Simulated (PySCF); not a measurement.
**Aluminium: the same states on changed settings**

One table from this session's results is given with a row withheld; the runs are named, their logs left out.

Method: unrestricted determinants in a Gaussian basis, no spin-orbit coupling in the energies. Code: PySCF 2.14.0.

### What is computed

- Element: aluminium (Z = 13)
- Basis: STO-3G
- Hamiltonian: no relativity, point nucleus
- State 1: Al⁺: [Ne] 3s2, closed-shell 1S
- State 2: Al²⁺: [Ne] 3s1, 2S determinant
- Methods: UHF, PBE0, LDA, MP2, CCSD(T)
- Core shells frozen in the correlated runs: valence: [Ne] (for Al⁺)

The outer shells:

Al+ [Ne] 3s2
```
[Ne] core
3s [↑↓]
```

Al2+ [Ne] 3s1
```
[Ne] core
3s [↑ ]
```

The sound run (cc-pV(D+d)Z, the non-relativistic Hamiltonian (point nucleus), symmetry-adapted start, fine grid, valence correlation) gave:

```csv
species,method,energy (hartree)
Al⁺,UHF,-241.66833
Al⁺,PBE0,-242.02225
Al⁺,LDA,-241.08161
Al⁺,MP2 (valence),-241.69366
Al⁺,CCSD(T) (valence),-241.70699
Al²⁺,UHF,-241.02361
Al²⁺,PBE0,-241.33536
Al²⁺,LDA,-240.38644
```

One driver process ran all states and methods and kept the integrals in memory. Each run is shown as a PySCF script that sums up its settings (the driver passes frozen orbitals as a list and adds second-order terms of double hybrids); the logs are those of the runs themselves. The driver starts from symmetry-adapted Hartree-Fock orbitals, holds the occupation by maximum overlap and uses a logarithmic radial grid for functionals, so a plain start would take other cycles.

Set-up of the first run:

It was started by

```sh
$ OMP_NUM_THREADS=1 python atomrun2.py TASK.json OUT
```

input.py reads:

```python
from pyscf import gto, scf, dft, mp, cc
import basis_set_exchange as bse
mol = gto.M(atom="Al 0 0 0", charge=1, spin=0, symmetry="D2h",
            basis=gto.basis.parse(bse.get_basis("STO-3G", elements=["Al"], fmt="nwchem", header=False)))
mf = scf.UHF(mol)
mf.irrep_nelec = {'Ag': (3, 3), 'B1u': (1, 1), 'B2u': (1, 1), 'B3u': (1, 1)}
mf.kernel()
```

Among the steps run: Changed run, Al⁺, method by method; Changed run, Al²⁺.

One of the session's tables, all rows but one given; the rest of the session is left out.

Ionisation energy of Al⁺:

| method | sound run (eV) |
| --- | --- |
| UHF | 17.544 |
| PBE0 | 18.691 |
| LDA | ? |
| MP2 | 18.233 |
| SCS-MP2 | 18.371 |
| CCSD | 18.596 |
| CCSD(T) | 18.596 |
| CCSDT | 18.596 |
| FCI | 18.596 |

**Question.** Estimate the row for LDA.

The run gave: sound run (eV): 18.916. In the column «sound run (eV)» it is the highest.
